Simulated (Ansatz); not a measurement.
**CH3F4MoN: how energies converge with the basis set**

The task here is to estimate one member of a computed series from the others.

The runs use Ansatz 0.2.0, Gaussian basis; one geometry, several basis sets.

Levels to be run: PBE0-D4/def2-SVP; ωB97M-V/def2-SVP; PBE0-D4/def2-QZVPP; ωB97M-V/def2-QZVPP; the functionals' def2-TZVPP values are taken from earlier runs.

### The geometry

The geometry comes from an earlier relaxation with PBE0-D4 in a triple-zeta def2 set; it is a stationary point, not always the lowest conformer. Mo takes the def2 core potential; no spin-orbit term is included.

SMILES `C[N]=[Mo]([F])([F])([F])[F]`, 10 atoms, charge 0, spin multiplicity 1.

Atoms are counted from 1 here; the program's logs count them from 0.

Bond lengths: C1–N2 1.414 Å, C1–H8 1.093 Å, C1–H9 1.093 Å, C1–H10 1.093 Å, N2–Mo3 1.673 Å, Mo3–F4 1.853 Å, Mo3–F5 1.853 Å, Mo3–F6 1.853 Å, Mo3–F7 1.853 Å. Angles: N2–C1–H8 109.6°, N2–C1–H9 109.6°, N2–C1–H10 109.6°, H8–C1–H9 109.3°, H8–C1–H10 109.3°, H9–C1–H10 109.3°, C1–N2–Mo3 179.6°, N2–Mo3–F4 104.0°, N2–Mo3–F5 103.8°, N2–Mo3–F6 104.1°, N2–Mo3–F7 104.0°, F4–Mo3–F5 86.7°, F4–Mo3–F6 86.7°, F4–Mo3–F7 152.1°, F5–Mo3–F6 152.1°, F5–Mo3–F7 86.7°, F6–Mo3–F7 86.6°.

Set-up of the first run:

The input, in.yaml:

```yaml
crystal:
  periodic: [false, false, false]
  atoms:
    - {symbol: C, position_ang: [0.414896, -1.710048, -0.056849]}
    - {symbol: N, position_ang: [0.084497, -0.335733, -0.005625]}
    - {symbol: Mo, position_ang: [-0.301371, 1.291314, 0.045032]}
    - {symbol: F, position_ang: [-2.143055, 1.320281, -0.158103]}
    - {symbol: F, position_ang: [-0.205188, 1.824767, -1.726991]}
    - {symbol: F, position_ang: [-0.602922, 1.626775, 1.842472]}
    - {symbol: F, position_ang: [1.334280, 2.131630, 0.274372]}
    - {symbol: H, position_ang: [-0.434307, -2.305270, 0.289150]}
    - {symbol: H, position_ang: [1.278457, -1.904468, 0.584708]}
    - {symbol: H, position_ang: [0.657912, -1.990448, -1.085265]}
basis:
  gaussian: {orbitals: def2-SVP}
hamiltonian: {xc: pbe0, dispersion: d4}
output: {orbitals: {seedname: orbitals}}
```

On the command line:

```bash
$ ansatz run in.yaml --threads 8 --pin off --events-out ev --progress --plain --max-ram 18278MiB
```

Among the steps run: PBE0-D4 in def2-SVP; ωB97M-V in def2-SVP; PBE0-D4 in def2-QZVPP; ωB97M-V in def2-QZVPP.

One table of the session follows, with a row left open; its other results are not shown here.

It belongs to the step «Density functionals: the series». 

```
functional       basis  HOMO (eV)  LUMO (eV)
   PBE0-D4    def2-SVP      -9.51      -3.83
   PBE0-D4  def2-TZVPP      -9.48      -3.76
   PBE0-D4  def2-QZVPP          ?          ?
   ωB97M-V    def2-SVP     -11.80      -1.54
   ωB97M-V  def2-TZVPP     -11.78      -1.47
   ωB97M-V  def2-QZVPP     -11.78      -1.47
```

**Question.** Estimate the row for PBE0-D4, def2-QZVPP.

As computed: HOMO (eV): -9.48; LUMO (eV): -3.75.
